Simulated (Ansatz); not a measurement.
# CoO+ (quintet): wave-function methods side by side, def2-TZVPP

The task here is to estimate one member of a computed series from the others.

Computed with Ansatz 0.2.0, Gaussian basis. Level: def2-TZVPP, core rule «outside noble gas», up to 10 orbitals frozen.

The runs, in order: UHF; ROHF; CCSD(T) on UHF.

2 further runs of the same task are left out: 2 set aside as unsound or not needed.

## The system

The geometry is a PBE0/def2-TZVP stationary point (not a proven minimum) of the parent state, kept for this charge and spin.

2 atoms, charge 1, spin multiplicity 5.

Atoms are counted from 1 here; the program's logs count them from 0.

Bond lengths: Co1–O2 1.703 Å.

The first run:

in.yaml

```yaml
crystal:
  periodic: [false, false, false]
  atoms:
    - {symbol: Co, position_ang: [0.000000, 0.000000, 0.000000]}
    - {symbol: O, position_ang: [0.000000, 0.000000, 1.703400]}
basis:
  gaussian: {orbitals: def2-TZVPP}
total_charge: 1
magnetization: {spin_polarized: true, initial_magnetization: 4}
hamiltonian: {xc: hf}
output: {orbitals: {seedname: orbitals}}
```

Run with:

```console
$ ansatz run in.yaml --threads 1 --pin off --events-out ev --progress --plain --max-ram 2816MiB --backend cpu
```

Steps of the session up to this table: UHF; ROHF; CCSD(T) on UHF.

One of the session's tables, all rows but one given; the rest of the session is left out.

It belongs to the step «Misses and costs». 

| method | from UCCSD(T) (meV) |
| --- | --- |
| ROHF | +13372.3 |
| UHF | +12978.2 |
| UMP2 | +1409.5 |
| UCCSD | ? |
| UCCSD(T) | 0 |

Estimate the missing values for UCCSD.

As computed: from UCCSD(T) (meV): +677.2. In the column «from UCCSD(T) (meV)» it lies between UCCSD(T) (0) and UMP2 (+1409.5).
